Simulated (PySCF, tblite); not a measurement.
# C₅H₁₀F₂: a rotation path, then NMR shifts on frames, part 2 of 2

tblite 0.8.0 and PySCF 2.14.0. Atoms count from 0.

### 5 NMR shieldings: image 6, PBE0/pcSseg-1

Job settings and geometry (Å):

```
{"job": {"kind": "nmr", "xc": "PBE0", "basis": "pcSseg-1", "pop": false}, "charge": 0, "multiplicity": 1}
C     -2.432900    -0.024200    -0.511000
C     -0.989000    -0.506500    -0.519800
F     -0.979900    -1.870900    -0.299100
C     -0.146200     0.188100     0.548800
C      1.277000    -0.370600     0.670300
C      2.317400     0.706500     0.939000
F      1.310200    -1.267500     1.722700
H     -3.003800    -0.541400    -1.277600
H     -2.470700     1.044200    -0.700700
H     -2.882600    -0.233600     0.456300
H     -0.536800    -0.370000    -1.512400
H     -0.109500     1.250500     0.310300
H     -0.631700     0.068000     1.519700
H      1.545700    -0.957900    -0.217200
H      2.443200     1.331500     0.060500
H      3.270100     0.241700     1.179600
H      2.012600     1.323900     1.780600
```

Method: GIAO PBE0/pcSseg-1 NMR shielding, non-relativistic, gas phase.

Output:

```text
coarse grid: 13808 points
cycle   1  E = -395.6270745550  dE =  5.880e-01  |g| = 6.882e-01  |ddm| = 3.344e+00
cycle   2  E = -395.5767155710  dE =  5.036e-02  |g| = 9.330e-01  |ddm| = 1.136e+00
cycle   3  E = -395.7120787826  dE = -1.354e-01  |g| = 8.711e-02  |ddm| = 6.742e-01
cycle   4  E = -395.7134402701  dE = -1.361e-03  |g| = 3.162e-02  |ddm| = 7.601e-02
cycle   5  E = -395.7136602891  dE = -2.200e-04  |g| = 3.682e-03  |ddm| = 2.770e-02
cycle   6  E = -395.7136628231  dE = -2.534e-06  |g| = 1.269e-03  |ddm| = 3.998e-03
final grid: 132968 points
cycle   7  E = -395.7698412149  dE = -6.235e-05  |g| = 9.515e-03  |ddm| = 3.231e-02
cycle   8  E = -395.7698303751  dE =  1.084e-05  |g| = 1.252e-02  |ddm| = 1.561e-02
cycle   9  E = -395.7698615594  dE = -3.118e-05  |g| = 1.364e-03  |ddm| = 8.493e-03
cycle  10  E = -395.7698618652  dE = -3.058e-07  |g| = 2.317e-04  |ddm| = 1.168e-03
cycle  11  E = -395.7698618741  dE = -8.904e-09  |g| = 2.912e-05  |ddm| = 1.513e-04
cycle  12  E = -395.7698618742  dE = -1.493e-10  |g| = 1.395e-05  |ddm| = 3.483e-05
converged SCF energy = -395.7698618742

GIAO shielding tensors (ppm)
atom      isotropic    diamagn.    paramagn.     s11        s22        s33       span
  0 C      162.683     247.441     -84.758    147.224    153.680    187.146     39.922
  1 C       94.436     243.489    -149.054     60.252     82.288    140.767     80.516
  2 F      381.565     475.482     -93.916    374.470    376.797    393.429     18.959
  3 C      136.643     252.705    -116.061    122.151    124.134    163.645     41.494
  4 C       95.839     241.757    -145.918     61.268     80.256    145.994     84.726
  5 C      161.515     248.424     -86.910    139.944    159.911    184.688     44.745
  6 F      359.741     473.132    -113.391    316.624    368.577    394.021     77.398
  7 H       29.948      27.958       1.990     25.947     27.336     36.562     10.615
  8 H       30.771      29.587       1.184     26.582     29.048     36.683     10.100
  9 H       30.287      29.339       0.948     26.786     29.076     35.000      8.214
 10 H       26.989      31.688      -4.699     25.265     25.746     29.956      4.690
 11 H       30.418      34.198      -3.780     25.353     32.487     33.414      8.061
 12 H       29.539      32.678      -3.139     26.370     30.568     31.680      5.311
 13 H       26.672      31.056      -4.383     24.951     26.495     28.570      3.619
 14 H       30.819      30.132       0.688     27.035     28.767     36.656      9.621
 15 H       30.079      27.850       2.229     26.071     27.571     36.594     10.523
 16 H       30.245      29.535       0.710     26.774     29.157     34.805      8.031
```

It took 28 s on 1 thread of Arm Neoverse N1, shared host; peak memory 0.77 GiB.

Key values: δ C1 92.5, C4 91.1, C3 50.3, C5 25.4, H13 5.04, H10 4.73 ppm.

### 6 Nuclear shieldings: image 7, PBE0/pcSseg-1

Job settings and geometry (Å):

```
{"job": {"kind": "nmr", "xc": "PBE0", "basis": "pcSseg-1", "pop": false}, "charge": 0, "multiplicity": 1}
C     -2.448600    -0.038100    -0.485800
C     -1.013600    -0.547300    -0.500600
F     -1.022200    -1.883200    -0.150400
C     -0.118100     0.232300     0.462900
C      1.297700    -0.338200     0.581800
C      2.316800     0.698600     1.032600
F      1.287000    -1.355800     1.516300
H     -3.056000    -0.618700    -1.175300
H     -2.478800     1.006800    -0.779100
H     -2.863300    -0.143700     0.513500
H     -0.597800    -0.515800    -1.517800
H     -0.066700     1.264100     0.116300
H     -0.565900     0.219400     1.458900
H      1.611500    -0.807900    -0.360000
H      2.485400     1.428100     0.246800
H      3.257700     0.204800     1.261400
H      1.967900     1.206800     1.928100
```

Method: GIAO PBE0/pcSseg-1 NMR shielding, non-relativistic, gas phase.

Output:

```text
coarse grid: 13808 points
cycle   1  E = -395.6276180979  dE =  5.901e-01  |g| = 6.893e-01  |ddm| = 3.349e+00
cycle   2  E = -395.5768692394  dE =  5.075e-02  |g| = 9.354e-01  |ddm| = 1.136e+00
cycle   3  E = -395.7131941781  dE = -1.363e-01  |g| = 8.716e-02  |ddm| = 6.716e-01
cycle   4  E = -395.7145502797  dE = -1.356e-03  |g| = 3.175e-02  |ddm| = 7.559e-02
cycle   5  E = -395.7147719155  dE = -2.216e-04  |g| = 3.771e-03  |ddm| = 2.788e-02
cycle   6  E = -395.7147745873  dE = -2.672e-06  |g| = 1.272e-03  |ddm| = 4.102e-03
final grid: 132968 points
cycle   7  E = -395.7706206152  dE = -5.632e-05  |g| = 9.448e-03  |ddm| = 3.074e-02
cycle   8  E = -395.7706096872  dE =  1.093e-05  |g| = 1.251e-02  |ddm| = 1.575e-02
cycle   9  E = -395.7706407116  dE = -3.102e-05  |g| = 1.335e-03  |ddm| = 8.433e-03
cycle  10  E = -395.7706410103  dE = -2.987e-07  |g| = 2.169e-04  |ddm| = 1.134e-03
cycle  11  E = -395.7706410179  dE = -7.664e-09  |g| = 2.632e-05  |ddm| = 1.434e-04
cycle  12  E = -395.7706410181  dE = -1.178e-10  |g| = 1.222e-05  |ddm| = 2.978e-05
converged SCF energy = -395.7706410181

GIAO shielding tensors (ppm)
atom      isotropic    diamagn.    paramagn.     s11        s22        s33       span
  0 C      162.507     247.471     -84.965    146.596    153.834    187.090     40.493
  1 C       93.759     242.955    -149.197     60.229     82.282    138.764     78.535
  2 F      380.097     475.374     -95.277    371.594    375.493    393.204     21.609
  3 C      137.692     253.073    -115.382    123.406    126.542    163.126     39.720
  4 C       95.141     241.565    -146.425     61.522     80.908    142.992     81.469
  5 C      161.924     247.958     -86.034    140.390    159.688    185.694     45.304
  6 F      362.984     473.860    -110.875    337.738    363.307    387.908     50.170
  7 H       29.954      27.908       2.046     25.964     27.356     36.541     10.578
  8 H       30.777      29.583       1.193     26.643     29.005     36.682     10.038
  9 H       30.282      29.391       0.891     26.787     29.134     34.924      8.137
 10 H       26.900      31.515      -4.615     25.265     25.583     29.852      4.587
 11 H       30.512      34.230      -3.718     25.419     32.298     33.819      8.400
 12 H       29.697      32.853      -3.155     26.579     30.759     31.754      5.176
 13 H       26.697      31.073      -4.376     24.976     26.289     28.827      3.850
 14 H       30.846      29.786       1.060     26.990     28.685     36.862      9.872
 15 H       30.048      27.770       2.278     26.052     27.571     36.522     10.470
 16 H       30.250      29.440       0.810     26.724     29.220     34.805      8.082
```

Run time: 28 s. Hardware: 1 thread of Arm Neoverse N1, shared host; peak memory 0.77 GiB.

Key values: δ C1 93.2, C4 91.8, C3 49.2, C5 25.0, H13 5.02, H10 4.82 ppm.

### 7 Shielding tensors: image 8, PBE0/pcSseg-1

Job settings and geometry (Å):

```
{"job": {"kind": "nmr", "xc": "PBE0", "basis": "pcSseg-1", "pop": false}, "charge": 0, "multiplicity": 1}
C     -2.417100     0.018700    -0.550900
C     -1.052400    -0.639000    -0.398800
F     -1.234400    -1.889500     0.156800
C     -0.113600     0.182100     0.486200
C      1.336900    -0.303200     0.479500
C      2.287800     0.718700     1.087700
F      1.434000    -1.469800     1.211200
H     -3.084100    -0.644500    -1.096100
H     -2.321900     0.953300    -1.095900
H     -2.848100     0.215100     0.427800
H     -0.598200    -0.817400    -1.384000
H     -0.133100     1.215300     0.138800
H     -0.483100     0.147400     1.513300
H      1.653400    -0.568000    -0.538900
H      2.321200     1.612300     0.471700
H      3.286900     0.295000     1.152200
H      1.958900     0.985500     2.089200
```

Method: GIAO PBE0/pcSseg-1 NMR shielding, non-relativistic, gas phase.

Output:

```text
coarse grid: 13808 points
cycle   1  E = -395.6271085804  dE =  5.920e-01  |g| = 6.901e-01  |ddm| = 3.350e+00
cycle   2  E = -395.5761874447  dE =  5.092e-02  |g| = 9.369e-01  |ddm| = 1.131e+00
cycle   3  E = -395.7130053213  dE = -1.368e-01  |g| = 8.740e-02  |ddm| = 6.651e-01
cycle   4  E = -395.7143679565  dE = -1.363e-03  |g| = 3.183e-02  |ddm| = 7.558e-02
cycle   5  E = -395.7145908461  dE = -2.229e-04  |g| = 3.822e-03  |ddm| = 2.813e-02
cycle   6  E = -395.7145936076  dE = -2.761e-06  |g| = 1.273e-03  |ddm| = 4.164e-03
final grid: 132968 points
cycle   7  E = -395.7708443630  dE = -5.307e-05  |g| = 9.374e-03  |ddm| = 2.700e-02
cycle   8  E = -395.7708333480  dE =  1.101e-05  |g| = 1.246e-02  |ddm| = 1.534e-02
cycle   9  E = -395.7708639430  dE = -3.059e-05  |g| = 1.310e-03  |ddm| = 8.361e-03
cycle  10  E = -395.7708642321  dE = -2.891e-07  |g| = 2.131e-04  |ddm| = 1.100e-03
cycle  11  E = -395.7708642396  dE = -7.475e-09  |g| = 2.643e-05  |ddm| = 1.414e-04
cycle  12  E = -395.7708642397  dE = -1.229e-10  |g| = 1.195e-05  |ddm| = 3.199e-05
converged SCF energy = -395.7708642397

GIAO shielding tensors (ppm)
atom      isotropic    diamagn.    paramagn.     s11        s22        s33       span
  0 C      162.016     247.819     -85.803    142.299    157.272    186.477     44.177
  1 C       92.645     242.376    -149.731     60.876     80.888    136.171     75.295
  2 F      371.972     474.567    -102.594    362.932    365.740    387.244     24.312
  3 C      137.948     253.154    -115.205    123.849    127.607    162.390     38.541
  4 C       92.873     242.003    -149.130     60.996     80.693    136.930     75.934
  5 C      161.945     247.762     -85.817    141.453    158.132    186.251     44.798
  6 F      369.973     474.220    -104.246    358.452    365.108    386.360     27.908
  7 H       30.000      27.937       2.063     26.050     27.463     36.487     10.437
  8 H       30.840      29.818       1.022     26.857     28.894     36.770      9.913
  9 H       30.235      29.457       0.778     26.706     29.215     34.786      8.080
 10 H       26.801      31.444      -4.643     25.342     25.745     29.315      3.972
 11 H       30.612      34.405      -3.793     25.125     32.840     33.870      8.745
 12 H       29.697      32.640      -2.943     26.838     30.670     31.583      4.746
 13 H       26.774      31.284      -4.509     25.294     25.853     29.176      3.882
 14 H       30.871      29.722       1.149     26.889     28.930     36.794      9.905
 15 H       30.007      27.686       2.321     26.048     27.473     36.501     10.453
 16 H       30.225      29.288       0.937     26.730     29.172     34.772      8.042
```

Wall time 28 s (1 thread of Arm Neoverse N1, shared host); peak memory 0.77 GiB.

This run: δ C1 94.3, C4 94.1, C3 49.0, C5 25.0, H13 4.94, H10 4.92 ppm.

### 8 Side by side: NMR shifts

Shifts (ppm) of some atoms, chosen among heavy atoms and hydrogens apart, with basis size and wall time:

| frame | C4 | C1 | C5 | H10 | H14 | F6 | F2 | functions | time |
| --- | --- | --- | --- | --- | --- | --- | --- | --- | --- |
| image 0 | 90.3 | 90.2 | 22.3 | 4.63 | 1.38 | -207.1 | -217.5 | 169 | 30 s |
| image 3 | 88.8 | 89.4 | 24.9 | 4.52 | 1.14 | -191.6 | -209.7 | 169 | 28 s |
| image 6 | 91.1 | 92.5 | 25.4 | 4.73 | 0.90 | -188.8 | -210.6 | 169 | 28 s |
| image 7 | 91.8 | 93.2 | 25.0 | 4.82 | 0.87 | -192.0 | -209.2 | 169 | 28 s |
| image 8 | 94.1 | 94.3 | 25.0 | 4.92 | 0.85 | -199.0 | -201.0 | 169 | 28 s |

### 9 Outcome

What follows sums up all 2 parts.

| quantity | value |
| --- | --- |
| barrier | 0.111 eV (2.6 kcal/mol) at image 6 |
| end to end (GFN2-xTB) | 0.101 eV |
| 13C shifts against TMS (PBE0/pcSseg-1, image 0) | 90.3, 90.2, 49.0, 24.5, 22.3 ppm |
| 1H shifts against TMS (PBE0/pcSseg-1, image 0) | 5.14, 4.63, 2.32, 1.81, 1.78, 1.44, 1.38, 1.38, 1.10, 0.99 ppm |
| 19F shifts against CFCl3 (PBE0/pcSseg-1, image 0) | -207.1, -217.5 ppm |
| range of the shift of F6 | -207.1 to -188.8 ppm |

**Reading.** Along the band the dihedral turns by 101°, and the top (dihedral -98°) lies 2.6 kcal/mol above the start (GFN2-xTB, rough), so at room temperature this motion is fast. The top was not checked by a frequency run. Shifts at one fixed geometry are not the observed spectrum, which averages over the motion. In the first frame run (image 0): The largest span, 99 ppm, is at C4, where the paramagnetic term is -148 ppm. In ppm, F6 moves most: its shift spreads over 18.3 ppm, from -207.1 (image 0) to -188.8 (image 6).
